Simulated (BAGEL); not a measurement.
# One shape, several levels: triplet C2H6SSi

We compute a comparison of 4 runs (UHF/STO-3G, UHF/3-21G, ROHF/6-31G*, UHF/6-31G*) of triplet C2H6SSi. 

Program for the calculation: BAGEL 1.2.2.

### 1 The structure to begin with

C2H6SSi: 10 atoms, total charge 0, spin state triplet. As SMILES of the parent species, `C=CS[SiH3]`. The coordinates come from a PBE0-D4/def2-TZVP relaxation. That shape belongs to the parent species and isn't relaxed for this state.

Bond lengths: C1–C2 1.326 Å, C2–S3 1.761 Å, S3–Si4 2.134 Å, C1–H5 1.084 Å, C1–H6 1.084 Å, C2–H7 1.086 Å, Si4–H8 1.483 Å, Si4–H9 1.487 Å, Si4–H10 1.485 Å. Some angles: C1–C2–S3 123.0°, C2–S3–Si4 99.3°, C1–C2–H7 120.9°, S3–C2–H7 116.0°, C2–C1–H5 122.0°, C2–C1–H6 120.3°, S3–Si4–H8 105.8°, S3–Si4–H9 109.5°, S3–Si4–H10 112.1°, H5–C1–H6 117.8°.

### 2 A single-point energy at UHF/STO-3G (density fitting with qzvpp-jkfit) (run 1)

Input file input.json:

```json
{ "bagel" : [

{
  "title" : "molecule",
  "basis" : "sto-3g",
  "df_basis" : "qzvpp-jkfit",
  "angstrom" : "true",
  "geometry" : [
    { "atom" : "C", "xyz" : [      -0.195600,       2.194800,       0.281400 ] },
    { "atom" : "C", "xyz" : [      -0.226300,       0.880200,       0.452200 ] },
    { "atom" : "S", "xyz" : [      -1.058900,      -0.210600,      -0.651600 ] },
    { "atom" : "Si", "xyz" : [       0.221300,      -1.910500,      -0.489400 ] },
    { "atom" : "H", "xyz" : [      -0.634600,       2.671300,      -0.587500 ] },
    { "atom" : "H", "xyz" : [       0.268100,       2.831400,       1.025600 ] },
    { "atom" : "H", "xyz" : [       0.218000,       0.421700,       1.331200 ] },
    { "atom" : "H", "xyz" : [      -0.480000,      -3.012300,      -1.191100 ] },
    { "atom" : "H", "xyz" : [       0.422800,      -2.245200,       0.945100 ] },
    { "atom" : "H", "xyz" : [       1.548200,      -1.672000,      -1.112800 ] }
  ]
},

{ "title" : "uhf", "nopen" : 2 },

{ "title" : "print", "file" : "orbitals.molden", "orbitals" : "true" }

]}
```

The run is started by

```
$ BAGEL_NUM_THREADS=1 BAGEL input.json > input.out
```

The log of the run:

```text
* using 1 threads per process

  ===============================================================
  ===============================================================

  *** Geometry ***

  { "atom" : "C", "xyz" : [     -0.369630,      4.147571,      0.531769 ] },
  { "atom" : "C", "xyz" : [     -0.427645,      1.663337,      0.854534 ] },
  { "atom" : "S", "xyz" : [     -2.001031,     -0.397976,     -1.231346 ] },
[... 6 lines of this table left out ...]
  { "atom" : "H", "xyz" : [      2.925674,     -3.159622,     -2.102887 ] },

  Number of auxiliary basis functions:      514

  Since a DF basis is specified, we compute 2- and 3-index integrals:
    o Being stored without compression. Storage requirement is 0.005 GB

  Number of basis functions:       34
  Number of electrons      :       48

    * METHOD: MOLECULE                             0.18

  *** Open-shell HF ***

  === Nuclear Repulsion ===
   201.0327670725

      * DIIS with orbital gradients will be used.

  === UHF iteration (sto-3g) ===
      0       -756.84293383          0.01647041           0.05
      1       -756.89649671          0.00637041           0.05
      2       -756.90853057          0.00341064           0.05
[... 12 lines of this table left out ...]
     15       -756.92363320          0.00000001           0.05
    * SCF iteration converged.

    * S^2 (UHF) is 2.0240

    * Permanent dipole moment:
           (   -0.318168,     0.270905,    -0.115781) a.u.

    * METHOD: UHF                                  0.90

    * METHOD: PRINT                                0.00

  ===============================================================
```

Run time: 1.2 s. Hardware: 1 thread of Arm Neoverse V2, shared host.

### 3 The energy at UHF/3-21G (density fitting with qzvpp-jkfit) (run 2)

Input file hf.json:

```json
{ "bagel" : [

{
  "title" : "molecule",
  "basis" : "3-21g",
  "df_basis" : "qzvpp-jkfit",
  "angstrom" : true,
  "geometry" : [
    { "atom" : "C", "xyz" : [      -0.195600,       2.194800,       0.281400 ] },
    { "atom" : "C", "xyz" : [      -0.226300,       0.880200,       0.452200 ] },
    { "atom" : "S", "xyz" : [      -1.058900,      -0.210600,      -0.651600 ] },
    { "atom" : "Si", "xyz" : [       0.221300,      -1.910500,      -0.489400 ] },
    { "atom" : "H", "xyz" : [      -0.634600,       2.671300,      -0.587500 ] },
    { "atom" : "H", "xyz" : [       0.268100,       2.831400,       1.025600 ] },
    { "atom" : "H", "xyz" : [       0.218000,       0.421700,       1.331200 ] },
    { "atom" : "H", "xyz" : [      -0.480000,      -3.012300,      -1.191100 ] },
    { "atom" : "H", "xyz" : [       0.422800,      -2.245200,       0.945100 ] },
    { "atom" : "H", "xyz" : [       1.548200,      -1.672000,      -1.112800 ] }
  ]
},

{
  "title" : "uhf",
  "nopen" : 2
},

{
  "title" : "print",
  "file" : "orbitals.molden",
  "orbitals" : true
}

]}
```

The run is started by

```
$ BAGEL_NUM_THREADS=1 BAGEL hf.json > hf.out
```

The log of the run:

```text
* using 1 threads per process

  ===============================================================
  ===============================================================

  *** Geometry ***

  { "atom" : "C", "xyz" : [     -0.369630,      4.147571,      0.531769 ] },
  { "atom" : "C", "xyz" : [     -0.427645,      1.663337,      0.854534 ] },
  { "atom" : "S", "xyz" : [     -2.001031,     -0.397976,     -1.231346 ] },
[... 6 lines of this table left out ...]
  { "atom" : "H", "xyz" : [      2.925674,     -3.159622,     -2.102887 ] },

  Number of auxiliary basis functions:      514

  Since a DF basis is specified, we compute 2- and 3-index integrals:
    o Being stored without compression. Storage requirement is 0.013 GB

  Number of basis functions:       56
  Number of electrons      :       48

    * METHOD: MOLECULE                             0.18

  *** Open-shell HF ***

  === Nuclear Repulsion ===
   201.0327670725

      * DIIS with orbital gradients will be used.

  === UHF iteration (3-21g) ===
      0       -761.43746931          0.03246043           0.09
      1       -761.54031626          0.01676730           0.09
      2       -761.56956260          0.00977504           0.09
[... 16 lines of this table left out ...]
     19       -761.59484135          0.00000000           0.09
    * SCF iteration converged.

    * S^2 (UHF) is 2.0227

    * Permanent dipole moment:
           (   -0.648968,     0.214600,    -0.355929) a.u.

    * METHOD: UHF                                  1.91

    * METHOD: PRINT                                0.01

  ===============================================================
```

Run time: 2.3 s. Hardware: 1 thread of Arm Neoverse V2, shared host; peak memory 0.093 GiB.

Run 3 isn't shown in full; the table further down has it.

### 4 The energy at UHF/6-31G(d) (density fitting with qzvpp-jkfit, spherical functions) (run 4)

Input file calc.json:

```json
{ "bagel" : [

{
  "title" : "molecule",
  "basis" : "6-31gs.json",
  "df_basis" : "qzvpp-jkfit",
  "angstrom" : true,
  "geometry" : [
    { "atom" : "C", "xyz" : [   -0.195600,    2.194800,    0.281400 ] },
    { "atom" : "C", "xyz" : [   -0.226300,    0.880200,    0.452200 ] },
    { "atom" : "S", "xyz" : [   -1.058900,   -0.210600,   -0.651600 ] },
    { "atom" : "Si", "xyz" : [    0.221300,   -1.910500,   -0.489400 ] },
    { "atom" : "H", "xyz" : [   -0.634600,    2.671300,   -0.587500 ] },
    { "atom" : "H", "xyz" : [    0.268100,    2.831400,    1.025600 ] },
    { "atom" : "H", "xyz" : [    0.218000,    0.421700,    1.331200 ] },
    { "atom" : "H", "xyz" : [   -0.480000,   -3.012300,   -1.191100 ] },
    { "atom" : "H", "xyz" : [    0.422800,   -2.245200,    0.945100 ] },
    { "atom" : "H", "xyz" : [    1.548200,   -1.672000,   -1.112800 ] }
  ]
},
{ "title" : "uhf", "nopen" : 2 },
{ "title" : "print", "file" : "orbitals.molden", "orbitals" : true }

]}
```

The basis set 6-31G* is read from a file made from the Basis Set Exchange's data (not shown).

The run is started by

```
$ BAGEL_NUM_THREADS=1 BAGEL calc.json > calc.out
```

The log of the run:

```text
* using 1 threads per process

  ===============================================================
  ===============================================================

  *** Geometry ***

  { "atom" : "C", "xyz" : [     -0.369630,      4.147571,      0.531769 ] },
  { "atom" : "C", "xyz" : [     -0.427645,      1.663337,      0.854534 ] },
  { "atom" : "S", "xyz" : [     -2.001031,     -0.397976,     -1.231346 ] },
[... 6 lines of this table left out ...]
  { "atom" : "H", "xyz" : [      2.925674,     -3.159622,     -2.102887 ] },

  Number of auxiliary basis functions:      514

  Since a DF basis is specified, we compute 2- and 3-index integrals:
    o Being stored without compression. Storage requirement is 0.024 GB

  Number of basis functions:       76
  Number of electrons      :       48

    * METHOD: MOLECULE                             0.24

  *** Open-shell HF ***

  === Nuclear Repulsion ===
   201.0327670725

      * DIIS with orbital gradients will be used.

  === UHF iteration (6-31gs.json) ===
      0       -765.29737576          0.03261694           0.13
      1       -765.42599300          0.02133606           0.13
      2       -765.47257400          0.01400849           0.13
[... 16 lines of this table left out ...]
     19       -765.51986625          0.00000001           0.13
    * SCF iteration converged.

    * S^2 (UHF) is 2.0245

    * Permanent dipole moment:
           (   -0.483858,     0.089621,    -0.315676) a.u.

    * METHOD: UHF                                  2.74

    * METHOD: PRINT                                0.01

  ===============================================================
```

It took 3.3 s on 1 thread of Arm Neoverse V2, shared host; peak memory 0.12 GiB.

### 5 The series

| run | level | energy (Eh) | dipole moment (D) | ⟨S²⟩ | wall time |
| --- | --- | --- | --- | --- | --- |
| 1 | UHF/STO-3G (density fitting with qzvpp-jkfit) | -756.923633 | 1.10 | 2.024 | 1.2 s |
| 2 | UHF/3-21G (density fitting with qzvpp-jkfit) | -761.594841 | 1.96 | 2.023 | 2.3 s |
| 3 | ROHF/6-31G* (density fitting with qzvpp-jkfit, spherical functions) | -765.510930 | 1.50 | 2.000 | 3.3 s |
| 4 | UHF/6-31G* (density fitting with qzvpp-jkfit, spherical functions) | -765.519866 | 1.49 | 2.025 | 3.3 s |

### 6 Outcome

| quantity | value |
| --- | --- |
| run 4: total energy | -765.51987 Eh |
| run 4: dipole moment | 1.49 D |
| run 4: ⟨S²⟩ | 2.025 |

What this shows: The dipole moment (its size) runs from 1.10 D (UHF/STO-3G) to 1.96 D (UHF/3-21G). In run 1 the basis is minimal, so the values are rough. All runs together took 10 s, the longest 3.3 s.
